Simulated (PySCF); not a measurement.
# MoCl₂: quintet, from a bent start

The task is one start of a wider search on MoCl₂: the quintet, from a bent start. It is relaxed, tested by its Hessian and followed downhill if it is a saddle.

Method: PBE, basis Mo def2-SVP with ECP28, Cl def2-SVP, scalar-relativistic core potentials, no spin–orbit coupling, density fitting; program: PySCF 2.14.0.

**1. The system as given**

3 atoms, charge 0, spin multiplicity 5.

Bond lengths: Mo1–Cl2 2.370 Å, Mo1–Cl3 2.370 Å. Angles: Cl2–Mo1–Cl3 110.0°.

```xyz
3
charge 0 multiplicity 5
Mo    0.0000    0.0000   -0.5664
Cl    1.9414    0.0000    0.7930
Cl   -1.9414    0.0000    0.7930
```

**2. Relaxation: bent start, quintet**

The steps below are one call of a driver around PySCF. For each, scf.py gives the equivalent set-up of the SCF; relaxations use the driver's own optimiser. Before each start the driver seeks the lowest SCF state from one or more starting densities and follows internal instabilities, so scf.py alone need not reach the same state.

The program finds C2v symmetry in the start, which this walk keeps. The walk stops when the largest gradient is under 0.0003 Eh/bohr and the energy has settled too.

scf.py reads:

```python
from pyscf import gto, scf, dft
mol = gto.M(atom='''
Mo     0.000000     0.000000    -0.566442
Cl     1.941400    -0.000000     0.792958
Cl    -1.941400     0.000000     0.792958''',
    basis={'Mo': 'def2-SVP', 'Cl': 'def2-SVP'},
    ecp={'Mo': 'def2-SVP'},
    charge=0, spin=4)
mf = dft.UKS(mol, xc='PBE')
mf.grids.atom_grid = (50, 194)
aux = {'Mo': 'def2-universal-JKFIT', 'Cl': 'def2-universal-JKFIT'}
mf = mf.density_fit(auxbasis=aux)
mf.kernel()
```

Energy and gradient, step by step:

```tsv
step	energy (Eh)	change (kJ/mol)	largest symmetric gradient (Eh/bohr)
0	-987.987836	0.00	0.03343
1	-987.993277	-14.29	0.01471
2	-987.994945	-18.67	0.00391
3	-987.995543	-20.24	0.00299
4	-987.996113	-21.73	0.00233
5	-987.996148	-21.83	0.00063
6	-987.996153	-21.84	0.00010
7	-987.996153	-21.84	0.00001
```

The walk needed 5.4 s of wall time on 4 threads, shared host.

Geometry (Å) and forces (eV/Å) at some steps:

```
step 0
Mo   0.000   0.000  -0.566   0.000   0.000   1.719
Cl   1.941   0.000   0.793  -0.846   0.000  -0.859
Cl  -1.941   0.000   0.793   0.846   0.000  -0.859
step 1
Mo   0.000   0.000  -0.486   0.000   0.000   0.756
Cl   1.944   0.000   0.753  -0.278   0.000  -0.378
Cl  -1.944   0.000   0.753   0.278   0.000  -0.378
step 4
Mo   0.000   0.000  -0.253   0.000   0.000   0.110
Cl   2.109   0.000   0.636  -0.120   0.000  -0.055
Cl  -2.109   0.000   0.636   0.120   0.000  -0.055
step 7
Mo   0.000   0.000  -0.249   0.000   0.000   0.000
Cl   2.102   0.000   0.634   0.000   0.000   0.000
Cl  -2.102   0.000   0.634   0.000   0.000   0.000
```

After 7 steps and 21.8 kJ/mol it ends at C2v: Mo–Cl 2.280 Å (×2); Cl–Mo–Cl 134.4°.

**3. Vibrations and properties at this point**

On the finer grid the gradient is checked again; gradients at displacements of ±0.01 bohr then give force constants and infrared intensities.

Changes to scf.py since step 2:

```diff
@@ -3,3 +3,3 @@
-Mo     0.000000     0.000000    -0.566442
-Cl     1.941400    -0.000000     0.792958
-Cl    -1.941400     0.000000     0.792958''',
+Mo    -0.000000     0.000000    -0.385141
+Cl     2.090742    -0.000000     0.523927
+Cl    -2.090742     0.000000     0.523927''',
@@ -10 +10 @@
-mf.grids.atom_grid = (50, 194)
+mf.grids.atom_grid = (75, 302)
```

This SCF starts from the last density.

SCF at the final geometry:

```text
init E= -987.995985391392
[... the frontier-level lines of each cycle are left out ...]
cycle= 1 E= -987.995985391269  delta_E= 1.22e-10  |g|= 1.42e-05  |ddm|= 2.77e-05
cycle= 2 E= -987.995985390481  delta_E= 7.89e-10  |g|= 3.63e-05  |ddm|= 6.79e-05
cycle= 3 E= -987.995985391399  delta_E= -9.18e-10  |g|= 4.65e-06  |ddm|= 4.87e-05
cycle= 4 E= -987.995985391414  delta_E= -1.46e-11  |g|= 1.1e-07  |ddm|= 5.7e-06
Extra cycle  E= -987.995985391415  delta_E= -1.59e-12  |g|= 1.55e-07  |ddm|= 3.4e-07
converged SCF energy = -987.995985391415  <S^2> = 6.0214329  2S+1 = 5.0085658
```

The whole step took 10 s.

Geometry: C2v; Mo–Cl 2.280 Å (×2); Cl–Mo–Cl 133.0°.

Harmonic modes (main isotopes):

```
symmetry  ω (cm⁻¹)  IR (km/mol)  μ (u)     type
      a1        65          2.9  43.41     bend
      a1       368         13.3  37.74  stretch
      b2       413         77.2  46.09  stretch
```

No imaginary mode, so this is a minimum.

Properties at this point:

| Quantity | Value |
| --- | --- |
| Dipole moment | 1.79 D |
| Highest occupied level | -5.11 eV |
| Lowest empty level | -4.47 eV |
| Rotational constants | 0.5, 0.05514, 0.04967 cm⁻¹ |
| Zero-point energy | 5.1 kJ/mol |
| Principal polarisabilities | 47.7, 55.6, 80.7 bohr³ |
| Atomisation energy without zero-point energy | 788 kJ/mol |
| Principal traceless quadrupole moments about the centre of mass | -5.68, 1.92, 3.76 D Å |
| Entropy at 298.15 K and 1 bar (electronic part: spin only) | 317.9 J/(mol K) |
| Heat capacity Cp at 298.15 K | 54.0 J/(mol K) |
| Enthalpy at 298.15 K above 0 K | 13.70 kJ/mol |
| Rotational symmetry number | 2 |
| Spin squared ⟨S²⟩ | 6.021 |

Charges (e) and bond orders:

```
 atom  Mulliken  Löwdin  polar tensor  spin (Mulliken)  Mayer order to Mo1
  Mo1      0.37   -0.34          0.95             3.99                   –
Cl2,3     -0.19    0.17         -0.47             0.00                1.33
```

Mulliken populations on Mo1 (outside its core potential): s 2.61, p 6.36, d 4.64, f 0.01.

**4. What came out**

```
                                          quantity                                value
                                           minimum                         quintet, C2v
                                          geometry  Mo–Cl 2.280 Å (×2); Cl–Mo–Cl 133.0°
                                wavenumbers (cm⁻¹)          65 (a1), 368 (a1), 413 (b2)
                                     dipole moment                               1.79 D
highest occupied, lowest empty level (either spin)                      -5.11, -4.47 eV
                        polar-tensor charge of Mo1                              +0.95 e
                                 zero-point energy                           5.1 kJ/mol
                               entropy at 298.15 K                      317.9 J/(mol K)
         atomisation energy (no zero-point energy)                           788 kJ/mol
                                              ⟨S²⟩                                6.021
```

In words: The bent start keeps its C2v symmetry and ends in a minimum. In the infrared the band at 413 cm⁻¹ (b2, stretch) leads. Most of the spin sits on Mo1 (Mulliken spin 3.99, against 4 for the whole molecule). Only this shape and spin were tried, so other structures or states may lie lower. Take wavenumbers under 90 cm⁻¹ as rough. Open d and f shells are described by one determinant, and the ground state may have another occupation or spin.

The search up to here took 21 s.
